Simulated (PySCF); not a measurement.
# HfN₂: structure of the triplet

Aim: relax HfN₂ as a triplet from a bent start, check by its vibrations whether the end is a minimum, and collect its spectrum and constants.

The runs use PySCF 2.14.0; PBE0, basis Hf def2-TZVP with ECP60, N def2-TZVP, scalar-relativistic core potentials, no spin–orbit coupling, density fitting.

## 1. The system as given

3 atoms, charge 0, spin multiplicity 3.

Bond lengths: Hf1–N2 1.880 Å, Hf1–N3 1.880 Å. Angles: N2–Hf1–N3 110.0°.

Coordinates in bohr (charge 0 multiplicity 3):
```
Hf    0.0000    0.0000    0.0000
N     2.9102    0.0000    2.0377
N    -2.9102    0.0000    2.0377
```

## 2. The SCF at the typed geometry

The steps below are one call of a driver around PySCF. For each, scf.py gives the equivalent set-up of the SCF; relaxations use the driver's own optimiser. After this first run the driver tries any further starts and a stability analysis.

Contents of scf.py:

```python
from pyscf import gto, scf, dft
mol = gto.M(atom='''
Hf     0.000000     0.000000     0.000000
N      1.540000     0.000000     1.078300
N     -1.540000     0.000000     1.078300''',
    basis={'Hf': 'def2-TZVP', 'N': 'def2-TZVP'},
    ecp={'Hf': 'def2-TZVP'},
    charge=0, spin=2)
mf = dft.UKS(mol, xc='PBE0')
mf.grids.atom_grid = (50, 194)
aux = {'Hf': 'def2-universal-JKFIT', 'N': 'def2-universal-JKFIT'}
mf = mf.density_fit(auxbasis=aux)
mf.conv_tol = 1e-08
mf.diis_space = 10
mf.max_cycle = 60
mf.init_guess = 'minao'
mf.verbose = 4
mf.kernel()
```

Launch:

```sh
$ OMP_NUM_THREADS=4 python axn.py task.json out
```

Output, shortened:

```text
[... the frontier levels of the middle cycles are left out ...]
init E= -138.341413582483
[... the frontier-level lines of each cycle are left out ...]
cycle= 1 E= -157.096590562602  delta_E= -18.8  |g|= 0.42  |ddm|= 5.33
cycle= 2 E= -156.920704417048  delta_E= 0.176  |g|= 0.723  |ddm|= 1.04
cycle= 3 E= -157.141144557304  delta_E= -0.22  |g|= 0.301  |ddm|= 0.774
cycle= 4 E= -157.190032554257  delta_E= -0.0489  |g|= 0.0662  |ddm|= 0.262
cycle= 5 E= -157.192911378872  delta_E= -0.00288  |g|= 0.0166  |ddm|= 0.0574
cycle= 6 E= -157.19336230964  delta_E= -0.000451  |g|= 0.00732  |ddm|= 0.0287
cycle= 7 E= -157.193597067283  delta_E= -0.000235  |g|= 0.00256  |ddm|= 0.0321
cycle= 8 E= -157.193636811517  delta_E= -3.97e-05  |g|= 0.00128  |ddm|= 0.017
cycle= 9 E= -157.193646358739  delta_E= -9.55e-06  |g|= 0.000722  |ddm|= 0.00987
cycle= 10 E= -157.193648858665  delta_E= -2.5e-06  |g|= 0.000183  |ddm|= 0.00651
cycle= 11 E= -157.193649035087  delta_E= -1.76e-07  |g|= 7.51e-05  |ddm|= 0.0016
cycle= 12 E= -157.193649055066  delta_E= -2e-08  |g|= 3.18e-05  |ddm|= 0.000331
cycle= 13 E= -157.193649054787  delta_E= 2.79e-10  |g|= 8.88e-05  |ddm|= 0.000132
Extra cycle  E= -157.193648946399  delta_E= 1.08e-07  |g|= 0.000468  |ddm|= 0.000298
SCF not converged.
init E= -138.341413582483
cycle= 1 E= -157.096590562602  delta_E= -18.8  |g|= 0.42  |ddm|= 5.33
[... 12 cycles left out ...]
cycle= 14 E= -157.193640314012  delta_E= -6.19e-05  |g|= 0.00219  |ddm|= 0.00648
cycle= 15 E= -157.193628370701  delta_E= 1.19e-05  |g|= 0.00596  |ddm|= 0.00711
cycle= 16 E= -157.193646003093  delta_E= -1.76e-05  |g|= 0.000906  |ddm|= 0.00356
cycle= 17 E= -157.193645979301  delta_E= 2.38e-08  |g|= 0.00182  |ddm|= 0.00263
cycle= 18 E= -157.193646696694  delta_E= -7.17e-07  |g|= 0.00167  |ddm|= 0.00265
cycle= 19 E= -157.193648295895  delta_E= -1.6e-06  |g|= 0.000585  |ddm|= 0.00172
cycle= 20 E= -157.193647533722  delta_E= 7.62e-07  |g|= 0.00157  |ddm|= 0.00196
SCF not converged.
init E= -157.193647533722
cycle= 1 E= -157.193643953979  delta_E= 3.58e-06  |g|= 0.00321  |ddm|= 0.0031
cycle= 2 E= -157.193629036522  delta_E= 1.49e-05  |g|= 0.00648  |ddm|= 0.00629
cycle= 3 E= -157.193648090086  delta_E= -1.91e-05  |g|= 0.00123  |ddm|= 0.00326
cycle= 4 E= -157.193648920349  delta_E= -8.3e-07  |g|= 0.000306  |ddm|= 0.000719
cycle= 5 E= -157.193649033411  delta_E= -1.13e-07  |g|= 7.6e-05  |ddm|= 0.000685
cycle= 6 E= -157.19364905026  delta_E= -1.68e-08  |g|= 7.19e-05  |ddm|= 0.000338
cycle= 7 E= -157.193649056955  delta_E= -6.69e-09  |g|= 2.41e-05  |ddm|= 0.000152
Extra cycle  E= -157.193649056219  delta_E= 7.35e-10  |g|= 7.8e-05  |ddm|= 0.000114
converged SCF energy = -157.193649056219  <S^2> = 2.1489182  2S+1 = 3.0976883
```

This step, with its further starts and checks, needed 12 s of wall time on 4 threads of Arm Neoverse V2, shared host.

Energies from each starting density:

```csv
start,energy (Eh)
the minimal-basis guess,-157.193649
a thermally smeared density,-157.195806
a smeared PBE density,-157.195806
```

The first run landed in a state that is too high. Following the other starts and the instabilities gains 16.3 kJ/mol (-157.19987 Eh), and the work goes on from there.

## 3. Bent start, triplet: relaxation

The program finds C2v symmetry in the start, which this walk keeps. Threshold on the gradient: 0.0003 Eh/bohr, with a further test on the energy change.

Edit scf.py of step 2 so:

```diff
@@ -3,3 +3,3 @@
-Hf     0.000000     0.000000     0.000000
-N      1.540000     0.000000     1.078300
-N     -1.540000     0.000000     1.078300''',
+Hf     0.000000     0.000000    -0.145221
+N      1.540000     0.000000     0.933079
+N     -1.540000     0.000000     0.933079''',
@@ -16 +15,0 @@
-mf.init_guess = 'minao'
```

Energy and gradient, step by step:

```csv
step,energy (Eh),change (kJ/mol),largest symmetric gradient (Eh/bohr)
0,-157.199870,0.00,0.03717
1,-157.204903,-13.21,0.01763
2,-157.205091,-13.71,0.01687
3,-157.205530,-14.86,0.00072
4,-157.205533,-14.87,0.00016
```

The walk took 7.5 s.

Positions (Å) and forces (eV/Å) along the way:

```
step 0
Hf   0.000   0.000  -0.145   0.349   0.000   1.911
N    1.540   0.000   0.933  -1.707   0.000  -1.078
N   -1.540   0.000   0.933   1.358   0.000  -0.834
step 1
Hf   0.000   0.000  -0.132   0.001   0.000   0.907
N    1.493   0.000   0.926  -0.633   0.000  -0.454
N   -1.493   0.000   0.926   0.632   0.000  -0.453
step 2
Hf   0.000   0.000  -0.111   0.001   0.000  -0.868
N    1.468   0.000   0.916   0.527   0.000   0.434
N   -1.468   0.000   0.916  -0.527   0.000   0.434
step 3
Hf   0.000   0.000  -0.124   0.000   0.000   0.024
N    1.477   0.000   0.922  -0.037   0.000  -0.012
N   -1.477   0.000   0.922   0.037   0.000  -0.012
step 4
Hf   0.000   0.000  -0.124   0.000   0.000  -0.005
N    1.475   0.000   0.923  -0.009   0.000   0.002
N   -1.475   0.000   0.923   0.008   0.000   0.002
```

After 4 steps and 14.9 kJ/mol it ends at C2v: Hf–N 1.809 Å (×2); N–Hf–N 109.2°.

## 4. Is it a minimum? Harmonic modes

On the finer grid the gradient is checked again; gradients at displacements of ±0.02 bohr then give force constants and infrared intensities.

Edit scf.py of step 3 so:

```diff
@@ -3,3 +3,3 @@
-Hf     0.000000     0.000000    -0.145221
-N      1.540000     0.000000     0.933079
-N     -1.540000     0.000000     0.933079''',
+Hf     0.000000     0.000000    -0.142973
+N      1.472407     0.000000     0.907090
+N     -1.472407     0.000000     0.907090''',
@@ -10 +10 @@
-mf.grids.atom_grid = (50, 194)
+mf.grids.atom_grid = (75, 302)
@@ -13 +13 @@
-mf.conv_tol = 1e-08
+mf.conv_tol = 1e-10
```

This SCF starts from the last density.

SCF at the final geometry:

```text
init E= -157.205634895418
[... the frontier-level lines of each cycle are left out ...]
cycle= 1 E= -157.205634895363  delta_E= 5.49e-11  |g|= 1.15e-05  |ddm|= 9.37e-06
cycle= 2 E= -157.205634894478  delta_E= 8.86e-10  |g|= 4.31e-05  |ddm|= 2.89e-05
cycle= 3 E= -157.205634895431  delta_E= -9.54e-10  |g|= 1.92e-06  |ddm|= 2.42e-05
cycle= 4 E= -157.205634895433  delta_E= -2.16e-12  |g|= 1.14e-06  |ddm|= 1.13e-06
Extra cycle  E= -157.205634895435  delta_E= -1.08e-12  |g|= 2.55e-06  |ddm|= 3.14e-06
converged SCF energy = -157.205634895435  <S^2> = 2.0610275  2S+1 = 3.0404128
```

The whole step took 25 s.

Geometry: C2v; Hf–N 1.808 Å (×2); N–Hf–N 109.0°.

Modes, for the most abundant isotopes:

```json
{"symmetry": "a1", "ω (cm⁻¹)": "228", "IR (km/mol)": "6.7"}
{"symmetry": "b2", "ω (cm⁻¹)": "638", "IR (km/mol)": "64.6"}
{"symmetry": "a1", "ω (cm⁻¹)": "882", "IR (km/mol)": "22.1"}
```

All wavenumbers are real: a minimum.

Properties at this point:

- Dipole moment: 6.63 D
- Highest occupied level: -6.31 eV
- Lowest empty level: -3.70 eV
- Rotational constants: 0.6309, 0.2776, 0.1928 cm⁻¹
- Zero-point energy: 10.5 kJ/mol
- Principal polarisabilities: 35.2, 44.3, 131.9 bohr³
- Atomisation energy without zero-point energy: 723 kJ/mol
- Principal traceless quadrupole moments about the centre of mass: -12.67, 4.16, 8.51 D Å
- Entropy at 298.15 K and 1 bar (electronic part: spin only): 286.8 J/(mol K)
- Heat capacity Cp at 298.15 K: 47.0 J/(mol K)
- Enthalpy at 298.15 K above 0 K: 11.80 kJ/mol
- Rotational symmetry number: 2
- Spin squared ⟨S²⟩: 2.061

Populations by atom (charges in e):

| atom | Mulliken | Löwdin | polar tensor | spin (Mulliken) | Mayer order to Hf1 |
| --- | --- | --- | --- | --- | --- |
| Hf1 | 0.93 | 0.50 | 0.48 | -0.25 | – |
| N2,3 | -0.47 | -0.25 | -0.24 | 1.12 | 2.18 |

Outer orbital energies (eV). α occupied: -19.61, -19.05, -9.22, -8.42, -7.66, -7.49, -7.20, -6.76; empty: -3.00, -1.16, -1.07, 0.49. β occupied: -35.74, -35.66, -17.55, -16.98, -7.07, -6.78, -6.56, -6.31; empty: -3.70, -2.84, -1.94, -1.24.

Mulliken populations on Hf1 (outside its core potential): s 2.18, p 6.24, d 2.56, f 0.09.

## 5. Outcome

```
                                          quantity                             value
                                           minimum                      triplet, C2v
                                          geometry  Hf–N 1.808 Å (×2); N–Hf–N 109.0°
                                wavenumbers (cm⁻¹)      228 (a1), 638 (b2), 882 (a1)
                                     dipole moment                            6.63 D
highest occupied, lowest empty level (either spin)                   -6.31, -3.70 eV
                        polar-tensor charge of Hf1                           +0.48 e
                                 zero-point energy                       10.5 kJ/mol
                               entropy at 298.15 K                   286.8 J/(mol K)
         atomisation energy (no zero-point energy)                        723 kJ/mol
                                              ⟨S²⟩                             2.061
```

What this shows: The bent start keeps its C2v symmetry and ends in a minimum. In the infrared the band at 638 cm⁻¹ (b2, stretch) leads. With 6.6 D the molecule is strongly polar. The first SCF alone would have been 16 kJ/mol too high. Only this shape and spin were tried, so other structures or states may lie lower. One determinant may miss the lowest occupation of an open d or f shell. With an element this heavy the missing spin–orbit coupling can shift these numbers.

The search up to here took 45 s.
